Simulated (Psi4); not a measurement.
# MoO3 (molybdenum trioxide): MP2/def2-SVP (density fitting, core potential, density fitting for correlation, sweep point 1)

Wanted: a single-point energy of MoO3 (molybdenum trioxide). 

The calculation is run with Psi4 1.11.

2 further runs of the same task are left out: 2 set aside as unsound or not needed.

### Step 1. The system as given

The species is MoO3 (4 atoms), meant as a singlet with charge 0. As SMILES, `[O]=[Mo](=[O])=[O]`. Geometry: relaxed at PBE0-D4/def2-TZVP.

Bond lengths: O1–Mo2 1.692 Å, Mo2–O3 1.692 Å, Mo2–O4 1.692 Å. Angles: O1–Mo2–O3 110.3°, O1–Mo2–O4 110.3°, O3–Mo2–O4 110.3°.

### Step 2. A single-point energy at MP2/def2-SVP (density fitting, core potential, density fitting for correlation, sweep point 1)

Input file job.dat:

```
memory 1600 mb

molecule {
  0 1
  O     -0.968000    -0.149800     1.262500
  Mo    -0.138100    -0.336500    -0.200300
  O      1.507000    -0.607600     0.088800
  O     -0.345200     1.033600    -1.171400
  units angstrom
  symmetry c1
}

set {
  basis           def2-SVP
  scf_type        df
  num_frozen_docc 3
  guess           sad
}

energy('mp2')
print_variables()
```

Run with:

```
$ psi4 job.dat job.out -n 1
```

job.out:

```text
[...]
    !!!  WARNING: ECP capability is in beta. Please check occupations closely.  !!!
[...]
  Running in c1 symmetry.
[...]
  Nuclear repulsion =  141.662163783728460
[...]
  Multiplicity = 1
[...]
  Nalpha       = 19
  Nbeta        = 19
[...]
    Number of basis functions: 73
[...]
   @DF-RHF iter   1:  -291.04705234994645   -9.05314e-01   1.79948e-02 ADIIS/DIIS
[...]
   @DF-RHF iter  19:  -291.85568409407597   -1.81899e-12   6.02298e-09 DIIS
[...]
    Orbital Energies [Eh]
    ---------------------
    Doubly Occupied:
       1A    -20.600568     2A    -20.600547     3A    -20.600542
       4A     -3.249966     5A     -2.105133     6A     -2.105116
       7A     -2.082424     8A     -1.256061     9A     -1.232464
      10A     -1.232445    11A     -0.641727    12A     -0.641722
      13A     -0.593844    14A     -0.589836    15A     -0.589817
      16A     -0.493511    17A     -0.485771    18A     -0.485759
      19A     -0.482702
[...]
  @DF-RHF Final Energy:  -291.85568409407597
   => Energetics <=
    Nuclear Repulsion Energy =            141.6621637837284595
    One-Electron Energy =                -706.8957902341396675
    Two-Electron Energy =                 273.3779423563352111
    Total Energy =                       -291.8556840940759685
[...]
 Multipole Moments:
 ------------------------------------------------------------------------------------
     Multipole            Electronic (a.u.)      Nuclear  (a.u.)        Total (a.u.)
 ------------------------------------------------------------------------------------
 L = 1.  Multiply by 2.5417464519 to convert [e a0] to [Debye]
 Dipole X            :         -5.2729864            4.4055885           -0.8673979
 Dipole Y            :        -11.1483551            9.3146935           -1.8336616
 Dipole Z            :         -6.7705468            5.6567727           -1.1137740
 Magnitude           :                                                    2.3141276
[...]
```

It took 3.6 s on 1 thread of Intel Xeon Platinum 8259CL at 2.50GHz (Skylake/Cascade Lake), shared host; peak memory 0.21 GiB.

### Step 3. Summary of results

At MP2/def2-SVP (density fitting, core potential, density fitting for correlation, sweep point 1), 3 core orbitals frozen:

```
                                   quantity          value
                               total energy  -292.90641 Eh
        HOMO energy (Hartree–Fock orbitals)      -13.13 eV
        LUMO energy (Hartree–Fock orbitals)       -2.15 eV
      HOMO–LUMO gap (Hartree–Fock orbitals)       10.98 eV
correlation energy (3 core orbitals frozen)    -1050.7 mEh
```
